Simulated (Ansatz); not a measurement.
# CH4BSe+: single points off equilibrium

One table from this session's results is given with a row withheld; the runs are named, their logs left out.

Method: single points in def2-TZVPP; program: Ansatz 0.2.0, Gaussian basis.

Correlated methods freeze the cores. Filled d shells of the heavier atoms are correlated.

**Starting geometry**

SMILES `B[Se][CH2+]`, 7 atoms, charge 1, spin multiplicity 1.

Atoms are counted from 1 here; the program's logs count them from 0.

Bond lengths: B1–Se2 2.037 Å, B1–H4 1.197 Å, B1–H5 1.246 Å, Se2–C3 1.828 Å, C3–H6 1.102 Å, C3–H7 1.110 Å. Angles: Se2–B1–H4 118.5°, Se2–B1–H5 119.5°, H4–B1–H5 122.0°, B1–Se2–C3 101.1°, Se2–C3–H6 118.9°, Se2–C3–H7 123.9°, H6–C3–H7 117.0°.

As a file:

```xyz
7
CH4BSe
B    -1.3689    0.1098   -0.6333
Se    0.0626   -1.2490   -0.1285
C     1.3291   -0.1649    0.6215
H    -2.3556   -0.2803   -1.1870
H    -1.1824    1.3173   -0.3906
H     2.2410   -0.6207    1.0397
H     1.2154    0.9335    0.7363
```

The first run:

run/in.yaml reads:

```yaml
crystal:
  periodic: [false, false, false]
  atoms:
    - {symbol: B, position_ang: [-1.368900, 0.109800, -0.633300]}
    - {symbol: Se, position_ang: [0.062600, -1.249000, -0.128500]}
    - {symbol: C, position_ang: [1.329100, -0.164900, 0.621500]}
    - {symbol: H, position_ang: [-2.355600, -0.280300, -1.187000]}
    - {symbol: H, position_ang: [-1.182400, 1.317300, -0.390600]}
    - {symbol: H, position_ang: [2.241000, -0.620700, 1.039700]}
    - {symbol: H, position_ang: [1.215400, 0.933500, 0.736300]}
basis:
  gaussian: {orbitals: def2-TZVPP}
total_charge: 1
correlation: {method: ccsd_t}
output: {forces: true}
```

No record of the launch command was kept for these runs.

Among the steps run: CCSD(T)/def2-TZVPP; PBE0-D4/def2-TZVPP; wB97M-V/def2-TZVPP; r2SCAN-D4/def2-TZVPP; PBE-D4/def2-TZVPP; revPBE-D4/def2-TZVPP; BLYP-D4/def2-TZVPP.

One of the session's tables, all rows but one given; the rest of the session is left out.

```
   method  RMS force component (eV/Å)  angle to CCSD(T) forces (°)
  CCSD(T)                       0.627                    reference
  PBE0-D4                       0.653                         11.0
  wB97M-V                       0.716                         10.4
r2SCAN-D4                       0.620                          5.0
   PBE-D4                           ?                            ?
revPBE-D4                       0.516                         10.5
  BLYP-D4                       0.541                         13.9
```

Estimate the missing values for PBE-D4.

The run gave: RMS force component (eV/Å): 0.526; angle to CCSD(T) forces (°): 9.5. In the column «RMS force component (eV/Å)» it lies between revPBE-D4 (0.516) and BLYP-D4 (0.541).
